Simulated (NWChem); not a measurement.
# GeS (germanium sulfide) at 6 levels

We compute a comparison of 6 runs (HF/def2-SVP, B3LYP/6-31G*, B2PLYP/aug-cc-pVDZ, CAM-B3LYP/pcseg-2, MP2/STO-3G) of GeS (germanium sulfide). 

The results are computed with NWChem 7.3.0.

1 further run of the same task is left out (it didn't finish).

**1. The structure to begin with**

The species is GeS (2 atoms), meant as a singlet with charge 0. SMILES: `[S+]#[Ge-]`. Geometry: the measured bond length.

Bond lengths: S1–Ge2 2.012 Å.

**2. Energy and gradient at HF/def2-SVP (run 1)**

File calc.nw:

```
start calc
memory stack 880 mb heap 220 mb global 1100 mb

geometry units angstroms noautosym nocenter noautoz
  S     0.000000    0.000000    0.000000
  Ge    0.000000    0.000000    2.012086
end

basis spherical bse
  * library def2-SVP
end

scf
  thresh 1e-08
  maxiter 80
end

task scf gradient
```

Run with:

```
$ nwchem calc.nw > calc.out
```

Output:

```text
[...]
  functions       =    50
[...]
  wavefunction    = RHF
[...]
         Total SCF energy =  -2472.541295803196
      One-electron energy =  -3712.991695463847
      Two-electron energy =   1105.794748019594
 Nuclear repulsion energy =    134.655651641056
        Time for solution =      5.9s
[...]
                         RHF ENERGY GRADIENTS
    atom               coordinates                        gradient
                 x          y          z           x          y          z
   1 S       0.000000   0.000000   0.000000    0.000000  -0.000000  -0.010073
   2 Ge      0.000000   0.000000   3.802291   -0.000000   0.000000   0.010073
[...]
```

Wall time 8.7 s (1 thread of AMD EPYC 7R43 (Zen 3), shared host); peak memory 0.092 GiB.

**3. Energy and forces at B3LYP/6-31G(d) (spherical functions) (run 2)**

File struct.nw:

```
echo
start struct
title "GeS B3LYP"
memory 2200 mb
geometry noautosym nocenter noautoz
S     0.000000    0.000000    0.000000
Ge    0.000000    0.000000    2.012086
end
basis spherical bse
* library 6-31G*
end
dft
xc b3lyp
grid xfine
convergence energy 1e-08
iterations 100
mulliken
print medium
end
task dft gradient
```

Run with:

```
$ nwchem struct.nw > struct.out
```

Output:

```text
[...]
          Wavefunction type:  closed shell.
          No. of atoms     :     2
          No. of electrons :    48
[...]
          Charge           :     0
          Spin multiplicity:     1
[...]
          AO basis - number of functions:    50
[...]
              XC Information
              --------------
                         B3LYP Method XC Potential
                     Hartree-Fock (Exact) Exchange  0.200
                        Slater Exchange Functional  0.800 local
                    Becke 1988 Exchange Functional  0.720 non-local
              Lee-Yang-Parr Correlation Functional  0.810
                  VWN I RPA Correlation Functional  0.190 local
[...]
 d= 0,ls=0.0,diis     1  -2474.9163789264 -2.61D+03  4.43D-02  3.35D-01     1.2
[...]
 d= 0,ls=0.0,diis    10  -2474.9884144841 -2.16D-10  5.39D-08  1.24D-11     7.6
         Total DFT energy =    -2474.988414484106
      One electron energy =    -3711.967174289279
           Coulomb energy =     1207.065799894813
    Exchange-Corr. energy =     -104.742691730696
 Nuclear repulsion energy =      134.655651641056
[...]
      Total Density - Mulliken Population Analysis
     ---------------------------------------------
    Atom       Charge   Shell Charges
 -----------   ------   -------------------------------------------------------
    1 S   16    16.14   2.00  2.00  5.97  1.39  2.95  0.49  1.32  0.02
    2 Ge  32    31.86   2.00  2.00  6.00  2.00  5.99  1.65  1.53  0.32  0.28  6.85  2.94  0.31
[...]
  wavefunction    = closed shell
                         DFT ENERGY GRADIENTS
    atom               coordinates                        gradient
                 x          y          z           x          y          z
   1 S       0.000000   0.000000   0.000000   -0.000000  -0.000000   0.015170
   2 Ge      0.000000   0.000000   3.802291    0.000000   0.000000  -0.015170
[...]
```

Wall time 13 s (1 thread of AMD EPYC 7R43 (Zen 3), shared host); peak memory 0.11 GiB.

Runs 3 to 5 aren't shown in full; the table further down has their settings and results.

**4. Energy and forces at MP2/STO-3G (run 6)**

File sp.nw:

```
start sp
memory 2200 mb

geometry noautosym nocenter noautoz
S        0.000000       0.000000       0.000000
Ge       0.000000       0.000000       2.012086
end

basis spherical bse
S library STO-3G
Ge library STO-3G
end

scf
singlet
rhf
thresh 1e-08
maxiter 80
end

mp2
freeze core 14
tight
end

task mp2 gradient
```

Run with:

```
$ nwchem sp.nw > sp.out
```

Output:

```text
[...]
  functions       =    27
[...]
  wavefunction    = RHF
[...]
         Total SCF energy =  -2444.907460669762
      One-electron energy =  -3700.580430867470
      Two-electron energy =   1121.017318556653
 Nuclear repulsion energy =    134.655651641056
        Time for solution =      1.1s
[...]
          Total MP2 energy         -2445.004838179496
[...]
                         mp2 ENERGY GRADIENTS
    atom               coordinates                        gradient
                 x          y          z           x          y          z
   1 S       0.000000   0.000000   0.000000   -0.000000  -0.000000  -0.046815
   2 Ge      0.000000   0.000000   3.802291    0.000000   0.000000   0.046815
[...]
```

Run time: 3.6 s. Hardware: 1 thread of AMD EPYC 7R43 (Zen 3), shared host; peak memory 0.1 GiB.

**5. Overview of the runs**

```
run                               level  iteration cap  module   energy (Eh)  dipole moment (D)  HOMO energy (eV)  LUMO energy (eV)  wall time
  1                         HF/def2-SVP             80     scf  -2472.541296               2.54            -10.19              0.75      8.7 s
  2  B3LYP/6-31G* (spherical functions)            100     dft  -2474.988414               2.02             -7.71             -2.54       13 s
  3  B3LYP/6-31G* (Cartesian functions)            100     dft  -2474.996858               2.03                 –                 –       13 s
  4                  B2PLYP/aug-cc-pVDZ            100     dft  -2474.665085               2.47             -8.80             -1.37       57 s
  5                   CAM-B3LYP/pcseg-2            100     dft  -2475.420073               2.46             -9.15             -1.38       57 s
  6                          MP2/STO-3G             80     mp2  -2445.004838               0.43             -6.43              5.41      3.6 s
```

**6. What came out**

| quantity | value |
| --- | --- |
| run 6: total energy | -2445.00484 Eh |
| run 6: dipole moment (of the density that the program reports) | 0.43 D |
| run 6: HOMO energy (Hartree–Fock orbitals) | -6.43 eV |
| run 6: LUMO energy (Hartree–Fock orbitals) | 5.41 eV |
| run 6: HOMO–LUMO gap (Hartree–Fock orbitals) | 11.84 eV |
| run 6: correlation energy (14 core orbitals frozen) | -97.4 mEh |
| run 6: largest force on an atom | 2.407 eV/Å |

In words: The dipole moment (its size) runs from 0.43 D (MP2/STO-3G) to 2.54 D (HF/def2-SVP). The two ends differ in method and basis. The two dipoles point in opposite directions. Over runs 1, 2, 4, 5 the HOMO–LUMO gap runs from 5.16 eV (B3LYP/6-31G*) to 10.93 eV (HF/def2-SVP). Totals of different functionals can't be ranked against each other. In run 6 the basis is minimal, so the values are rough. All runs together took 2.5 min, the longest 57 s.
